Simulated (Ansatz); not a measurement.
**GaH5O2SSi: basis-set convergence**

How large a basis does GaH5O2SSi need? Two functionals are run in growing sets.

Computed with Ansatz 0.2.0, Gaussian basis. Level: one geometry, several basis sets.

The runs, in order: PBE0-D4/def2-SVP; ωB97M-V/def2-SVP; PBE0-D4/def2-QZVPP; ωB97M-V/def2-QZVPP; the functionals' def2-TZVPP values are taken from earlier runs.

### 1 Structure used throughout

All runs share one geometry, relaxed beforehand with PBE0-D4 in a triple-zeta def2 set.

SMILES `[OH][Ga]([SH])[O][SiH3]`, 10 atoms, charge 0, spin multiplicity 1.

Atoms are counted from 1 here; the program's logs count them from 0.

Bond lengths: O1–Ga2 1.774 Å, O1–H6 0.961 Å, Ga2–S3 2.172 Å, Ga2–O4 1.779 Å, S3–H7 1.345 Å, O4–Si5 1.632 Å, Si5–H8 1.486 Å, Si5–H9 1.495 Å, Si5–H10 1.486 Å. Angles: Ga2–O1–H6 113.3°, O1–Ga2–S3 121.0°, O1–Ga2–O4 119.8°, S3–Ga2–O4 119.3°, Ga2–S3–H7 91.6°, Ga2–O4–Si5 136.6°, O4–Si5–H8 110.1°, O4–Si5–H9 110.7°, O4–Si5–H10 110.1°, H8–Si5–H9 108.3°, H8–Si5–H10 109.2°, H9–Si5–H10 108.3°.

### 2 PBE0-D4 in def2-SVP

Contents of in.yaml:

```yaml
crystal:
  periodic: [false, false, false]
  atoms:
    - {symbol: O, position_ang: [-1.960950, 0.121119, 1.348527]}
    - {symbol: Ga, position_ang: [-0.425090, -0.720135, 1.063822]}
    - {symbol: S, position_ang: [0.188732, -2.380891, 2.321737]}
    - {symbol: O, position_ang: [0.632160, -0.200944, -0.269937]}
    - {symbol: Si, position_ang: [0.600597, 0.946137, -1.429829]}
    - {symbol: H, position_ang: [-2.123172, 0.837180, 0.729130]}
    - {symbol: H, position_ang: [1.328200, -2.536308, 1.625201]}
    - {symbol: H, position_ang: [1.765295, 1.856924, -1.280516]}
    - {symbol: H, position_ang: [-0.648156, 1.761903, -1.333668]}
    - {symbol: H, position_ang: [0.642385, 0.315014, -2.774467]}
basis:
  gaussian: {orbitals: def2-SVP}
hamiltonian: {xc: pbe0, dispersion: d4}
output: {orbitals: {seedname: orbitals}}
```

The run is started by

```sh
> ansatz run in.yaml --threads 4 --pin off --events-out ev --progress --plain --max-ram 10444MiB
```

After this run come: ωB97M-V in def2-SVP; PBE0-D4 in def2-QZVPP; ωB97M-V in def2-QZVPP.

Before running them: what should the planned runs give, taken together? Wanted: PBE0-D4: double and triple zeta above quadruple; ωB97M-V: double and triple zeta above quadruple.

**Answer**, as computed:

| quantity | value |
| --- | --- |
| PBE0-D4: double and triple zeta above quadruple | 20.67, 2.05 eV |
| ωB97M-V: double and triple zeta above quadruple | 20.64, 1.96 eV |

In words: PBE0-D4 gains 18.62 eV from double to triple zeta, then 2.05 eV more. Total energies overstate the basis error of differences, where much of it tends to cancel. The LUMO of ωB97M-V is positive and keeps falling with the basis (0.98 to 0.36 eV): an unbound level that the basis holds in place.
